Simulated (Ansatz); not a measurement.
**C₂H₅AlO₂: a ladder of functionals and wavefunction methods**

An exercise on one series of results from a longer session: the logs are not shown, and one member is left open.

The runs use Ansatz 0.2.0, Gaussian basis; functionals in def2-TZVPP, the program's frozen cores in correlated methods.

Levels to be run: PBE-D4, r2SCAN-D4, PBE0-D4, B3LYP-D4, ωB97X-V, ωB97M-V, B2PLYP; CCSD(T)/def2-TZVPP; MP2/def2-QZVPP; extrapolation to the limit.

## The relaxed structure

The geometry comes from an earlier relaxation with PBE0-D4 in a triple-zeta def2 set; it is a stationary point, not always the lowest conformer.

SMILES `C1O[CH2][AlH][O]1`, 10 atoms, charge 0, spin multiplicity 1.

Atoms are counted from 1 here; the program's logs count them from 0.

Bond lengths: C1–O2 1.410 Å, C1–O5 1.399 Å, C1–H6 1.103 Å, C1–H7 1.093 Å, O2–C3 1.438 Å, C3–Al4 1.968 Å, C3–H8 1.101 Å, C3–H9 1.090 Å, Al4–O5 1.715 Å, Al4–H10 1.574 Å. Angles: O2–C1–O5 112.1°, O2–C1–H6 109.9°, O2–C1–H7 105.8°, O5–C1–H6 109.1°, O5–C1–H7 110.3°, H6–C1–H7 109.6°, C1–O2–C3 112.4°, O2–C3–Al4 97.0°, O2–C3–H8 110.7°, O2–C3–H9 106.9°, Al4–C3–H8 115.6°, Al4–C3–H9 118.5°, H8–C3–H9 107.3°, C3–Al4–O5 93.2°, C3–Al4–H10 142.7°, O5–Al4–H10 124.1°, C1–O5–Al4 108.9°.

Set-up of the first run:

Input file in.yaml:

```yaml
crystal:
  periodic: [false, false, false]
  atoms:
    - {symbol: C, position_ang: [-1.154141, 0.600995, -0.161045]}
    - {symbol: O, position_ang: [-0.898852, -0.666743, 0.401390]}
    - {symbol: C, position_ang: [0.484462, -0.842557, 0.752501]}
    - {symbol: Al, position_ang: [1.248466, 0.085915, -0.804849]}
    - {symbol: O, position_ang: [-0.196865, 0.953955, -1.118092]}
    - {symbol: H, position_ang: [-1.170910, 1.366668, 0.632257]}
    - {symbol: H, position_ang: [-2.142698, 0.528265, -0.621754]}
    - {symbol: H, position_ang: [0.698829, -0.385494, 1.730980]}
    - {symbol: H, position_ang: [0.652234, -1.915367, 0.852520]}
    - {symbol: H, position_ang: [2.562573, 0.223263, -1.660908]}
basis:
  gaussian: {orbitals: def2-TZVPP}
hamiltonian: {xc: pbe, dispersion: d4}
output: {forces: true, orbitals: {seedname: orbitals}}
```

Command:

```sh
ansatz run in.yaml --threads 4 --pin off --events-out ev --progress --plain --max-ram 10444MiB
```

Among the steps run: PBE-D4 (GGA); r2SCAN-D4 (meta-GGA); PBE0-D4 (hybrid); B3LYP-D4 (hybrid); ωB97X-V (range-separated); ωB97M-V (range-separated); B2PLYP (double hybrid); CCSD(T) in def2-TZVPP; MP2 in def2-QZVPP.

One table of the session follows, with a row left open; its other results are not shown here.

It belongs to the step «Atomisation energies». 

| method | atomisation energy (kcal/mol) |
| --- | --- |
| PBE-D4 | 929.5 |
| r2SCAN-D4 | 911.9 |
| PBE0-D4 | 907.0 |
| B3LYP-D4 | 904.0 |
| ωB97X-V | 911.0 |
| ωB97M-V | 910.9 |
| B2PLYP | 896.8 |
| HF/def2-TZVPP | ? |
| MP2/def2-TZVPP | 905.7 |
| CCSD/def2-TZVPP | 867.1 |
| CCSD(T)/def2-TZVPP | 883.0 |
| MP2/CBS | 931.2 |
| CCSD(T)/CBS | 908.5 |

Q: Estimate the row for HF/def2-TZVPP from the others.

**Answer.** atomisation energy (kcal/mol): 636.6. In the column «atomisation energy (kcal/mol)» it is the lowest.

Limits of these values: Free atoms (2 C, 2 O, 1 Al, 5 H) were run apart at each level; the atomisation energy is their sum less the molecule, without zero-point or spin-orbit terms.
